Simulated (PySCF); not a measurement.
# Ge2H4O2 (cyclo-(H2GeO)2): the cost of one run

The runs use PySCF 2.14.0, with density-fitted response routines of our own; the level of theory stands in each step. All values are computed, except where a source is named. Atoms count from 0, in the outputs and in this text.

## Step 1: Starting geometry

8 atoms, charge 0, multiplicity 1; geometry from: GFN2-xTB. The atoms were then displaced at random by about 0.03 Å, so the start is not that level's minimum.

Bonds of the start (Å): Ge0–H1 1.48, Ge0–H2 1.52, Ge0–O3 1.84, Ge0–O7 1.88, O3–Ge4 1.84, Ge4–H5 1.46, Ge4–H6 1.53, Ge4–O7 1.76.

## Step 2: Relaxing the molecule at PBE0-D3(BJ)/def2-SVP

What the job is given:

```
{"job": {"xc": "PBE0", "basis": "def2-SVP", "d3": "d3bj", "grid": 1, "maxiter": 40, "shake": 0.03, "kind": "geom"}, "charge": 0, "multiplicity": 1}
Ge    -0.530870    -0.511080     1.073600
H     -1.245480    -1.808990     1.085570
H     -0.730930     0.400470     2.277720
O      1.182600    -0.489020     0.391980
Ge     0.582840     0.413340    -1.092000
H      0.658850    -0.391600    -2.311960
H      1.257060     1.788350    -1.090770
O     -1.035830     0.512870    -0.417850
```

On the command line:

```
> OMP_NUM_THREADS=1 python probes_run.py task.json out
```

The driver reads the jobs from task.json and runs them one after another.

**Question.** How long does this first job take on 1 thread of AMD EPYC, shared host, and how much memory does it need?

About 88 s, with a peak of 0.45 GiB.
